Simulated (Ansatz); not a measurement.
# Zn16TeS15 (Wurtzite-4H): the cost of one run

Program: Ansatz 0.2.0. Level of theory: DFT, PBE, plane-wave PAW, default files, scalar-relativistic, as far as a step names no other. These are calculated values, not measurements.

### Step 1. Starting point

The structure is trigonal, space group P3m1 (No. 156). The conventional cell has a = 7.645 Å, b = 7.645 Å, c = 12.520 Å, α = 90.00°, β = 90.00°, γ = 120.00°. Zn (site symmetry 3m) is surrounded by 3 S at 2.34 Å and 1 Te at 2.35 Å. Zn (site symmetry m) has 4 S at 2.34 to 2.35 Å as nearest neighbours. Around Zn (site symmetry 3m) lie 4 S at 2.34 to 2.35 Å. Zn (site symmetry m) has 3 S at 2.34 to 2.35 Å and 1 Te at 2.34 Å as nearest neighbours. Only part of the 16 independent sites is listed.

Coordinates:

```xyz
32
Lattice="7.6454 0.0000 0.0000 -3.8227 6.6211 0.0000 0.0000 0.0000 12.5200" Properties=species:S:1:pos:R:3 pbc="T T T"
Zn    0.0000    0.0000    0.0000
Zn   -1.9114    3.3106    0.0000
Zn    3.8227    0.0000    0.0000
Zn    1.9114    3.3106    0.0000
Zn    0.0000    0.0000    6.2600
Zn   -1.9114    3.3106    6.2600
Zn    3.8227    0.0000    6.2600
Zn    1.9114    3.3106    6.2600
Zn    0.0000    2.2070    3.1300
Zn   -1.9114    5.5176    3.1300
Zn    3.8227    2.2070    3.1300
Zn    1.9113    5.5176    3.1300
Zn    1.9114    1.1035    9.3900
Zn    0.0000    4.4141    9.3900
Zn    5.7341    1.1035    9.3900
Zn    3.8227    4.4141    9.3900
Te    0.0000    0.0000    2.3475
S    -1.9114    3.3106    2.3475
S     3.8227    0.0000    2.3475
S     1.9114    3.3106    2.3475
S     0.0000    0.0000    8.6075
S    -1.9114    3.3106    8.6075
S     3.8227    0.0000    8.6075
S     1.9114    3.3106    8.6075
S     0.0000    2.2070    5.4775
S    -1.9114    5.5176    5.4775
S     3.8227    2.2070    5.4775
S     1.9113    5.5176    5.4775
S     1.9114    1.1035   11.7375
S     0.0000    4.4141   11.7375
S     5.7341    1.1035   11.7375
S     3.8227    4.4141   11.7375
```

Atom 17 of the input is the impurity.

### Step 2. Gradients at the starting positions

Input file input.yaml:

```yaml
crystal:
  lattice:
    - [7.6454, 0.0, 0.0]
    - [-3.8227, 6.621110622, 0.0]
    - [0.0, 0.0, 12.52]
  atoms:
    - { symbol: Zn, position: [0.0, 0.0, 0.0] }
    - { symbol: Zn, position: [0.0, 0.5, 0.0] }
    - { symbol: Zn, position: [0.5, 0.0, 0.0] }
    - { symbol: Zn, position: [0.5, 0.5, 0.0] }
    - { symbol: Zn, position: [0.0, 0.0, 0.5] }
    - { symbol: Zn, position: [0.0, 0.5, 0.5] }
    - { symbol: Zn, position: [0.5, 0.0, 0.5] }
    - { symbol: Zn, position: [0.5, 0.5, 0.5] }
    - { symbol: Zn, position: [0.1666666666, 0.3333333334, 0.25] }
    - { symbol: Zn, position: [0.1666666666, 0.8333333334, 0.25] }
    - { symbol: Zn, position: [0.6666666666, 0.3333333334, 0.25] }
    - { symbol: Zn, position: [0.6666666666, 0.8333333334, 0.25] }
    - { symbol: Zn, position: [0.3333333334, 0.1666666666, 0.75] }
    - { symbol: Zn, position: [0.3333333334, 0.6666666666, 0.75] }
    - { symbol: Zn, position: [0.8333333334, 0.1666666666, 0.75] }
    - { symbol: Zn, position: [0.8333333334, 0.6666666666, 0.75] }
    - { symbol: Te, position: [0.0, 0.0, 0.1875] }
    - { symbol: S, position: [0.0, 0.5, 0.1875] }
    - { symbol: S, position: [0.5, 0.0, 0.1875] }
    - { symbol: S, position: [0.5, 0.5, 0.1875] }
    - { symbol: S, position: [0.0, 0.0, 0.6875] }
    - { symbol: S, position: [0.0, 0.5, 0.6875] }
    - { symbol: S, position: [0.5, 0.0, 0.6875] }
    - { symbol: S, position: [0.5, 0.5, 0.6875] }
    - { symbol: S, position: [0.1666666666, 0.3333333334, 0.4375] }
    - { symbol: S, position: [0.1666666666, 0.8333333334, 0.4375] }
    - { symbol: S, position: [0.6666666666, 0.3333333334, 0.4375] }
    - { symbol: S, position: [0.6666666666, 0.8333333334, 0.4375] }
    - { symbol: S, position: [0.3333333334, 0.1666666666, 0.9375] }
    - { symbol: S, position: [0.3333333334, 0.6666666666, 0.9375] }
    - { symbol: S, position: [0.8333333334, 0.1666666666, 0.9375] }
    - { symbol: S, position: [0.8333333334, 0.6666666666, 0.9375] }
kpoints:
  mp_grid: { grid: [3, 3, 2] }
scf:
  occupations: { method: fermi_dirac, width: 0.01 }
hamiltonian:
  xc: pbe
  pseudopotentials: { kind: paw }
output:
  forces: true
  stress: true
  populations: true
  efg:
    quadrupole_moments_barn: { Zn: 0.122, S: -0.0694 }
    contact_densities: true
```

Launch:

```bash
$ ansatz run input.yaml --threads 1 --pin off --max-ram 3072MiB --backend cpu --events-out ev --progress --plain --runs-dir out
```

**Question.** How long does this run take on 1 thread of AMD EPYC 9R45 (Zen 5), shared host, and how much memory does it need?

About 42 s, with a peak of 1.4 GiB.
